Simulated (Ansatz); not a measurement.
The system is Ta3AsAu2O13.

```
CELL_PARAMETERS angstrom
5.72386 0.00000 0.00000
1.29464 6.25668 0.00000
0.26816 1.30982 8.36637
ATOMIC_POSITIONS crystal
Ta 0.21713 0.30521 0.58431
Ta 0.03325 0.11123 0.99855
Ta 0.58248 0.62145 0.50482
As 0.58707 0.89691 0.83049
Au 0.58004 0.09228 0.18613
Au 0.04485 0.82077 0.44682
O 0.66201 0.69726 0.71088
O 0.51632 0.13418 0.69625
O 0.85098 0.88773 0.91932
O 0.34466 0.87003 0.94651
O 0.73015 0.29240 0.03095
O 0.24622 0.21809 0.11075
O 0.12900 0.09398 0.49104
O 0.48032 0.38887 0.43499
O 0.05966 0.26685 0.78594
O 0.93330 0.53240 0.45645
O 0.49975 0.85161 0.34971
O 0.25256 0.62988 0.62473
O 0.91878 0.95175 0.22636
```

The cell was built by a generator and needn't be a form met in nature.

| Quantity | Value |
| --- | --- |
| Program | Ansatz 0.2.0 |
| Task | relaxation of cell and atoms |
| Functional | BLYP |
| Potentials or basis | Ansatz PAW |
| Cutoff | 420 eV (not typed: the program's choice for these potentials) |
| k mesh | 4 × 3 × 3 |
| Occupations | fermi-dirac, width 0.05 eV |
| Spin | no spin polarisation |

At the start: volume 15.77 Å³/atom.

Question: How do energy, volume and symmetry change on relaxing?

Answer: It ends after 14 steps and the volume is 16.42 Å³/atom (+4.1 %); space group P1 (No. 1, to 0.05 Å).

The path:
```csv
step,energy change (eV),largest force (eV/Å),volume (Å³)
1,0.0000,0.3930,299.62
2,-0.0420,0.2420,312.77
3,-0.0703,0.1125,310.14
4,-0.0730,0.0532,309.88
5,-0.0730,0.0156,309.99
6,-0.0730,0.0125,310.02
7,-0.0729,0.0064,310.03
8,-0.1247,0.0062,310.03
9,-0.1178,0.0560,312.01
10,-0.1189,0.0340,311.82
11,-0.1196,0.0103,311.67
12,-0.1258,0.0103,311.67
13,-0.1250,0.0082,311.89
14,-0.1259,0.0082,311.89
```

Final structure:
```yaml
crystal:
  lattice:
    - [5.79918, -0.01614, -0.00872]
    - [1.29404, 6.34069, 0.01737]
    - [0.25525, 1.35328, 8.48085]
  atoms:
    - { symbol: Ta, position: [0.21721, 0.30569, 0.58525] }
    - { symbol: Ta, position: [0.03453, 0.10922, 0.99648] }
    - { symbol: Ta, position: [0.58402, 0.62170, 0.50602] }
    - { symbol: As, position: [0.58460, 0.89637, 0.82988] }
    - { symbol: Au, position: [0.58136, 0.09141, 0.18604] }
    - { symbol: Au, position: [0.04605, 0.82355, 0.44700] }
    - { symbol: O, position: [0.65961, 0.70103, 0.71015] }
    - { symbol: O, position: [0.51164, 0.13323, 0.69716] }
    - { symbol: O, position: [0.84602, 0.89025, 0.91823] }
    - { symbol: O, position: [0.34406, 0.86931, 0.94470] }
    - { symbol: O, position: [0.73506, 0.28819, 0.02999] }
    - { symbol: O, position: [0.24746, 0.21335, 0.10791] }
    - { symbol: O, position: [0.12966, 0.09825, 0.49043] }
    - { symbol: O, position: [0.47953, 0.39099, 0.43836] }
    - { symbol: O, position: [0.06066, 0.26446, 0.78547] }
    - { symbol: O, position: [0.93168, 0.53442, 0.46096] }
    - { symbol: O, position: [0.50140, 0.85076, 0.35208] }
    - { symbol: O, position: [0.25530, 0.62952, 0.62325] }
    - { symbol: O, position: [0.91870, 0.95118, 0.22566] }
```

Caveat: the plane-wave basis is chosen anew once the cell has moved, so the energies of steps on either side of that aren't comparable; the pressure holds a Pulay correction of +0.6 GPa for the finite cutoff; the PAW data sets come from PBE, with cores solved anew for the run's functional, which leaves a small shift of forces and pressure.
